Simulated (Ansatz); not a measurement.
**Nb3Au under changes of volume**

One of the cells (17.941 Å³/atom); the others are scaled copies at fixed shape and fractional positions:

```
CELL_PARAMETERS angstrom
1.73914 -2.20603 0.00000
1.73914 2.20603 0.00000
0.00000 0.00000 9.35246
ATOMIC_POSITIONS crystal
Au 0.00000 0.00000 0.00000
Nb 0.50000 0.50000 0.24810
Nb 0.00000 0.00000 0.50000
Nb 0.50000 0.50000 0.75190
```

The cell comes from a database or a generator and needn't be the stable form of this composition.

| Property | Result |
| --- | --- |
| Program | Ansatz 0.2.0 |
| Functional | PBEsol |
| Potentials or basis | all-electron LAPW, scalar-relativistic |
| Cutoff | 264 eV (chosen from the basis error) |
| Basis error allowed | 0.001 eV/atom |
| k mesh | 10 × 10 × 3 |
| Occupations | fermi-dirac, width 0.05 eV |
| Spin | no spin polarisation |

```tsv
volume (Å³/atom)	energy over the lowest point (meV/atom)	pressure (GPa)	largest force (eV/Å)
16.864	5.40	4.6	0.037
17.223	0.00	0.4	0.046
17.582	3.51	-3.4	0.058
17.941	?	?	?
18.300	33.66	-9.8	0.088
18.658	58.71	-12.5	0.105
19.017	89.48	-14.9	0.122
```

What does the run at 17.941 Å³/atom give?

Energy over the lowest point 15.00 meV/atom; pressure -6.7 GPa; largest force 0.072 eV/Å.

Worked out: A Birch-Murnaghan fit of order 3 (a polynomial in V^(-2/3)) to the other rows has its minimum at 17.26 Å³/atom with B0 = V·E''(V) = 189 GPa and B' = 4.3 at fixed shape and positions, which overstates the stiffness. It gives 15.02 meV/atom at 17.941 Å³/atom, against the run's 15.00, and -dE/dV = -6.8 GPa, against -6.7.

Energies are extrapolated to zero smearing.
